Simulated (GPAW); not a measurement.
# CH5Ge− (SMILES [CH3][GeH2-]) at RPBE/real-space grid (scalar-relativistic datasets)

Wanted: the charge distribution of CH5Ge−. 

Program for the calculation: GPAW 26.7.0.

3 further runs of the same task are left out: 2 that didn't finish, 1 set aside as unsound or not needed.

**1. The system as given**

The species is CH5Ge− (7 atoms), meant as a singlet with charge -1. As SMILES, `[CH3][GeH2-]`. Geometry: a GFN2-xTB relaxation, a rough one for these elements and not checked as a minimum.

Bond lengths: C1–Ge2 2.070 Å, C1–H3 1.097 Å, C1–H4 1.096 Å, C1–H5 1.088 Å, Ge2–H6 1.726 Å, Ge2–H7 1.726 Å. Angles: C1–Ge2–H6 92.4°, C1–Ge2–H7 92.4°, Ge2–C1–H3 110.6°, Ge2–C1–H4 110.7°, Ge2–C1–H5 114.1°, H6–Ge2–H7 89.0°, H3–C1–H4 106.5°, H3–C1–H5 107.3°, H4–C1–H5 107.3°.

**2. Energy and one-electron properties at RPBE/real-space grid (scalar-relativistic datasets)**

CH5Ge.sdf

```

     RDKit          3D

  7  6  0  0  0  0  0  0  0  0999 V2000
   -0.2420   -0.7555   -0.1598 C   0  0  0  0  0  0  0  0  0  0  0  0
    0.4857    0.7679    1.0373 Ge  0  0  0  0  0  3  0  0  0  0  0  0
   -1.1747   -1.1589    0.2522 H   0  0  0  0  0  0  0  0  0  0  0  0
    0.4680   -1.5902   -0.1978 H   0  0  0  0  0  0  0  0  0  0  0  0
   -0.4448   -0.4565   -1.1864 H   0  0  0  0  0  0  0  0  0  0  0  0
   -0.6768    1.8936    0.4369 H   0  0  0  0  0  0  0  0  0  0  0  0
    1.5847    1.2996   -0.1824 H   0  0  0  0  0  0  0  0  0  0  0  0
  2  1  1  0
  3  1  1  0
  4  1  1  0
  5  1  1  0
  6  2  1  0
  7  2  1  0
M  CHG  1   2  -1
M  END
$$$$
```

sp.py

```python
from ase.io import read
from gpaw import GPAW

# Set up the molecule
atoms = read("CH5Ge.sdf")
atoms.center(vacuum=5.5)

# Calculator
calculator = GPAW(mode="fd",
                  symmetry="off",
                  h=0.18,
                  xc="RPBE",
                  charge=-1,
                  maxiter=100,
                  txt="-")
atoms.calc = calculator

energy = atoms.get_potential_energy()
print(f"Energy = {energy:.5f} eV")
forces = atoms.get_forces()
print("Forces (eV/Ang)")
for symbol, f in zip(atoms.symbols, forces):
    print(f'{symbol:2} {f[0]:9.4f} {f[1]:9.4f} {f[2]:9.4f}')
homo, lumo = calculator.get_homo_lumo()
print(f"HOMO                    {homo:.3f} eV")
print(f"LUMO = {lumo:.3f} eV")
print(f"Gap = {lumo - homo:.3f} eV")
```

The run is started by

```
$ python3 -u sp.py | tee sp.out
```

Q: Predict the results. Wanted: energy as printed; HOMO energy; LUMO energy; HOMO–LUMO gap; largest force on an atom.

**Answer.** As computed:

At RPBE/real-space grid (scalar-relativistic datasets):

| quantity | value |
| --- | --- |
| energy as printed (from the program's reference atoms) | -30.0131 eV |
| HOMO energy | 0.51 eV |
| LUMO energy | 2.63 eV |
| HOMO–LUMO gap (to an unbound level, set by the basis) | 2.12 eV |
| largest force on an atom | 1.149 eV/Å |

In words: The largest force is 1.15 eV/Å: the shape isn't a stationary point for this species at this level. The HOMO lies at positive energy, 0.51 eV, as semi-local functionals often give for anions; only total energies tell whether the electron is bound.
